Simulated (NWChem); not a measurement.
# BSiPH5F (SMILES FBP[SiH3]) at 3 levels

Wanted: a comparison of 3 runs (HF/STO-3G, HF/3-21G, B3LYP/6-31G*) of BSiPH5F. 

The results are computed with NWChem 7.3.0.

## 1. The structure to begin with

BSiPH5F has 9 atoms, charge 0, and is taken as a singlet. SMILES: `FBP[SiH3]`. Geometry: relaxed at GFN2-xTB. This is one conformer, not always the lowest.

Bond lengths: F1–B2 1.323 Å, B2–P3 1.857 Å, P3–Si4 2.233 Å, B2–H5 1.174 Å, P3–H6 1.377 Å, Si4–H7 1.462 Å, Si4–H8 1.468 Å, Si4–H9 1.461 Å. Some angles: F1–B2–P3 118.8°, B2–P3–Si4 103.6°, F1–B2–H5 116.5°, P3–B2–H5 124.4°, B2–P3–H6 99.4°, Si4–P3–H6 100.6°, P3–Si4–H7 104.6°, P3–Si4–H8 113.9°, P3–Si4–H9 106.4°, H7–Si4–H8 109.7°.

## 2. Energy and forces at HF/STO-3G (run 1)

Input file bfh5psi.xyz:

```xyz
9
BFH5PSi
F     -0.565750     1.584510    -1.649030
B      0.595480     1.228940    -1.123370
P      0.651730     0.722400     0.662490
Si    -0.790760    -0.977900     0.773440
H      1.541260     1.361520    -1.805730
H      1.848460     0.040750     0.665860
H     -0.574580    -1.559020     2.097210
H     -0.581000    -2.003190    -0.256430
H     -2.124840    -0.398010     0.635540
```

Input file run.py:

```python
from ase.io import read
from ase.calculators.nwchem import NWChem

atoms = read('bfh5psi.xyz')

calc = NWChem(
    label='bfh5psi',
    theory='scf',
    memory='2200 mb',
    basis='STO-3G',
    basispar='spherical bse',
    scf={'nopen': '0', 'rhf': None, 'thresh': '1e-08', 'maxiter': '80', 'print': 'low'},
)
atoms.calc = calc

forces = atoms.get_forces()
print("Total energy (eV):", round(atoms.get_potential_energy(), 6))
print("forces (eV/A):")
for s, f in zip(atoms.symbols, forces):
    print(f"{s:2s} {f[0]:10.5f} {f[1]:10.5f} {f[2]:10.5f}")
```

On the command line:

```
$ export ASE_NWCHEM_COMMAND="nwchem PREFIX.nwi > PREFIX.nwo"
$ python run.py
```

Log:

```text
Total energy (eV): -20351.536132
forces (eV/A):
F     0.89536   -0.32478    0.22178
B    -1.05955    0.45940   -0.80645
P    -0.22585   -0.57906    0.42079
Si    0.38011    0.28004   -0.01219
H    -0.06222   -0.08932    0.24487
H    -0.13046   -0.12660   -0.10521
H    -0.46444    0.23675   -1.02932
H    -0.22456    0.81936    0.87186
H     0.89161   -0.67579    0.19391
```

The calculator wrote bfh5psi.nwi:

```
title "bfh5psi"

permanent_dir bfh5psi

scratch_dir bfh5psi

start bfh5psi

geometry units angstrom nocenter noautosym noautoz
  F  -5.6574999999999998e-01 1.5845100000000001e+00 -1.6490300000000000e+00
  B  5.9548000000000001e-01 1.2289399999999999e+00 -1.1233700000000000e+00
  P  6.5173000000000003e-01 7.2240000000000004e-01 6.6249000000000002e-01
  Si -7.9076000000000002e-01 -9.7789999999999999e-01 7.7344000000000002e-01
  H  1.5412600000000001e+00 1.3615200000000001e+00 -1.8057300000000001e+00
  H  1.8484600000000000e+00 4.0750000000000001e-02 6.6586000000000001e-01
  H  -5.7457999999999998e-01 -1.5590200000000001e+00 2.0972100000000000e+00
  H  -5.8099999999999996e-01 -2.0031900000000000e+00 -2.5642999999999999e-01
  H  -2.1248399999999998e+00 -3.9800999999999997e-01 6.3553999999999999e-01
end

memory 2200 mb

basis spherical bse noprint
   * library STO-3G
end

scf
  nopen 0
  rhf
  thresh 1e-08
  maxiter 80
  print low
end

task scf gradient
```

bfh5psi.nwo:

```text
Northwest Computational Chemistry Package (NWChem) 7.3.0
             --------------------------------------------------------

           Job information
           ---------------

    nwchem branch   = 7.3.0
    use scalapack   = T
    input           = bfh5psi.nwi
    prefix          = bfh5psi.
    data base       = bfh5psi/bfh5psi.db
    status          = startup
    nproc           =        1

           Memory information
           ------------------

    heap     =     72089598 doubles =      550.0 Mbytes
    stack    =     72089595 doubles =      550.0 Mbytes
    global   =    144179200 doubles =     1100.0 Mbytes (distinct from heap & stack)
    total    =    288358393 doubles =     2200.0 Mbytes
    verify   = yes
    hardfail = no

[... 39 lines left out ...]
            Nuclear Dipole moment (a.u.)
[... 71 lines left out ...]
       Final RHF  results
       ------------------

         Total SCF energy =   -747.905164186405
      One-electron energy =  -1432.368641648556
      Two-electron energy =    488.675247477189
 Nuclear repulsion energy =    195.788229984962

        Time for solution =      1.6s

                              NWChem Gradients Module
                              -----------------------

                         RHF ENERGY GRADIENTS

    atom               coordinates                        gradient
                 x          y          z           x          y          z
   1 F      -1.069112   2.994290  -3.116215   -0.017412   0.006316  -0.004313
   2 B       1.125294   2.322360  -2.122861    0.020605  -0.008934   0.015683
   3 P       1.231591   1.365138   1.251925    0.004392   0.011261  -0.008183
[... 5 lines of this table left out ...]
   9 H      -4.015365  -0.752130   1.200996   -0.017339   0.013142  -0.003771

 Task  times  cpu:        2.4s     wall:        2.4s
 Total times  cpu:        2.4s     wall:        2.4s
```

Wall time 3.6 s (1 thread of Intel Xeon Platinum 8488C (Sapphire Rapids), shared host); peak memory 0.097 GiB.

## 3. Energy and forces at HF/3-21G (run 2)

Input file a.nw:

```
start a
memory stack 880 mb heap 220 mb global 1100 mb
charge 0
geometry units angstrom noautosym nocenter noautoz
  F       -0.565750       1.584510      -1.649030
  B        0.595480       1.228940      -1.123370
  P        0.651730       0.722400       0.662490
  Si      -0.790760      -0.977900       0.773440
  H        1.541260       1.361520      -1.805730
  H        1.848460       0.040750       0.665860
  H       -0.574580      -1.559020       2.097210
  H       -0.581000      -2.003190      -0.256430
  H       -2.124840      -0.398010       0.635540
end
basis "ao basis" spherical bse
  * library 3-21G
end
scf
  thresh 1e-08
  maxiter 80
  print low
end
task scf gradient
```

On the command line:

```
$ nwchem a.nw > a.out
```

Log:

```text
[...]
  functions       =    54
[...]
  wavefunction    = RHF
[...]
         Total SCF energy =   -752.780895836544
      One-electron energy =  -1433.039590275494
      Two-electron energy =    484.470464453988
 Nuclear repulsion energy =    195.788229984962
        Time for solution =      2.1s
[...]
                         RHF ENERGY GRADIENTS
    atom               coordinates                        gradient
                 x          y          z           x          y          z
   1 F      -1.069112   2.994290  -3.116215    0.029985  -0.004546   0.014528
   2 B       1.125294   2.322360  -2.122861   -0.021766  -0.010128   0.006843
   3 P       1.231591   1.365138   1.251925   -0.006781  -0.013420  -0.012742
   4 Si     -1.494320  -1.847963   1.461590    0.010536   0.010330  -0.004554
   5 H       2.912559   2.572900  -3.412335   -0.005764   0.002059   0.001064
   6 H       3.493083   0.077006   1.258293   -0.014698   0.007398  -0.003019
   7 H      -1.085799  -2.946121   3.963152    0.002007   0.005409  -0.007037
   8 H      -1.097931  -3.785480  -0.484582   -0.001355   0.004126   0.005190
   9 H      -4.015365  -0.752130   1.200996    0.007837  -0.001228  -0.000273
 Task  times  cpu:        3.1s     wall:        3.1s
[...]
```

Run time: 3.9 s. Hardware: 1 thread of Intel Xeon Platinum 8488C (Sapphire Rapids), shared host; peak memory 0.096 GiB.

## 4. Energy and gradient at B3LYP/6-31G(d) (Cartesian functions) (run 3)

Input file run.py:

```python
from ase import Atoms
from ase.calculators.nwchem import NWChem

molecule = Atoms('FBPSiHHHHH', positions=[
    [-0.565750, 1.584510, -1.649030],
    [0.595480, 1.228940, -1.123370],
    [0.651730, 0.722400, 0.662490],
    [-0.790760, -0.977900, 0.773440],
    [1.541260, 1.361520, -1.805730],
    [1.848460, 0.040750, 0.665860],
    [-0.574580, -1.559020, 2.097210],
    [-0.581000, -2.003190, -0.256430],
    [-2.124840, -0.398010, 0.635540],
])

calc = NWChem(
    label='run',
    theory='dft',
    memory='2200 mb',
    basis='6-31G*',
    dft={'xc': 'b3lyp', 'mult': '1', 'grid': 'xfine', 'convergence': 'energy 1e-08', 'iterations': '100', 'mulliken': None},
)
molecule.calc = calc

forces = molecule.get_forces()
print("Total energy (eV):", round(molecule.get_potential_energy(), 6))
print("forces (eV/A):")
for s, f in zip(molecule.symbols, forces):
    print(f"{s:2s} {f[0]:10.5f} {f[1]:10.5f} {f[2]:10.5f}")
print("dipole (e A):", molecule.get_dipole_moment().round(4))
```

On the command line:

```
$ export ASE_NWCHEM_COMMAND="nwchem PREFIX.nwi > PREFIX.nwo"
$ python run.py
```

Log:

```text
Total energy (eV): -20642.35397
forces (eV/A):
F    -0.54399    0.04458   -0.24451
B    -0.13946    0.26611   -0.44840
P    -0.40017    0.50594    0.83031
Si    0.18358    0.14866   -0.08963
H     0.57027    0.02849   -0.27860
H     0.85793   -0.50584    0.04618
H    -0.09050   -0.28334    0.40238
H     0.00519   -0.28210   -0.24040
H    -0.44285    0.07749    0.02273
dipole (e A): [ 0.0738 -0.249   0.0163]
```

The calculator wrote run.nwi:

```
title "run"

permanent_dir run

scratch_dir run

start run

geometry units angstrom nocenter noautosym noautoz
  F  -5.6574999999999998e-01 1.5845100000000001e+00 -1.6490300000000000e+00
  B  5.9548000000000001e-01 1.2289399999999999e+00 -1.1233700000000000e+00
  P  6.5173000000000003e-01 7.2240000000000004e-01 6.6249000000000002e-01
  Si -7.9076000000000002e-01 -9.7789999999999999e-01 7.7344000000000002e-01
  H  1.5412600000000001e+00 1.3615200000000001e+00 -1.8057300000000001e+00
  H  1.8484600000000000e+00 4.0750000000000001e-02 6.6586000000000001e-01
  H  -5.7457999999999998e-01 -1.5590200000000001e+00 2.0972100000000000e+00
  H  -5.8099999999999996e-01 -2.0031900000000000e+00 -2.5642999999999999e-01
  H  -2.1248399999999998e+00 -3.9800999999999997e-01 6.3553999999999999e-01
end

memory 2200 mb

basis noprint
   * library 6-31G*
end

dft
  xc b3lyp
  mult 1
  grid xfine
  convergence energy 1e-08
  iterations 100
  mulliken
end

task dft gradient
```

run.nwo:

```text
Northwest Computational Chemistry Package (NWChem) 7.3.0
             --------------------------------------------------------

           Job information
           ---------------

    nwchem branch   = 7.3.0
    use scalapack   = T
    input           = run.nwi
    prefix          = run.
    data base       = run/run.db
    status          = startup
    nproc           =        1

           Memory information
           ------------------

    heap     =     72089598 doubles =      550.0 Mbytes
    stack    =     72089595 doubles =      550.0 Mbytes
    global   =    144179200 doubles =     1100.0 Mbytes (distinct from heap & stack)
    total    =    288358393 doubles =     2200.0 Mbytes
    verify   = yes
    hardfail = no

[... 109 lines left out ...]
  convergence criterion.
[... 42 lines left out ...]
          Spatial weights used:  Erf1
[... 72 lines left out ...]
         Total DFT energy =     -758.592522673929
[... 3 lines left out ...]
 Nuclear repulsion energy =      195.788229984962
[... 614 lines left out ...]
          Convergence on gradient requested:  5.00D-04
[... 29 lines left out ...]
          total energy or number of iterations.
[... 26 lines left out ...]
                         DFT ENERGY GRADIENTS

    atom               coordinates                        gradient
                 x          y          z           x          y          z
   1 F      -1.069112   2.994290  -3.116215    0.010579  -0.000867   0.004755
   2 B       1.125294   2.322360  -2.122861    0.002712  -0.005175   0.008720
   3 P       1.231591   1.365138   1.251925    0.007782  -0.009839  -0.016147
[... 5 lines of this table left out ...]
   9 H      -4.015365  -0.752130   1.200996    0.008612  -0.001507  -0.000442

                 ----------------------------------------
                 |  Time  |  1-e(secs)   |  2-e(secs)   |
                 ----------------------------------------
                 |  CPU   |       0.01   |       6.42   |
                 ----------------------------------------
                 |  WALL  |       0.01   |       6.42   |
                 ----------------------------------------

 Task  times  cpu:       34.6s     wall:       34.6s
 Total times  cpu:       34.7s     wall:       34.7s
```

It took 36 s on 1 thread of Intel Xeon Platinum 8488C (Sapphire Rapids), shared host; peak memory 0.14 GiB.

## 5. Overview of the runs

```csv
run,level,Cartesian functions,iteration cap,energy (Eh),largest force (eV/Å),wall time
1,HF/STO-3G,no,80,-747.905164,1.409,3.6 s
2,HF/3-21G,no,80,-752.780896,1.729,3.9 s
3,B3LYP/6-31G* (Cartesian functions),yes,100,-758.592523,1.051,36 s
```

## 6. Summary of results

| quantity | value |
| --- | --- |
| run 3: total energy | -758.59252 Eh |
| run 3: dipole moment | 1.25 D |
| run 3: HOMO energy | -7.05 eV |
| run 3: LUMO energy | -1.00 eV |
| run 3: HOMO–LUMO gap | 6.05 eV |
| run 3: largest force on an atom | 1.051 eV/Å |

In run 1 the basis is minimal, so the values are rough. All runs together took 43 s, the longest 36 s.
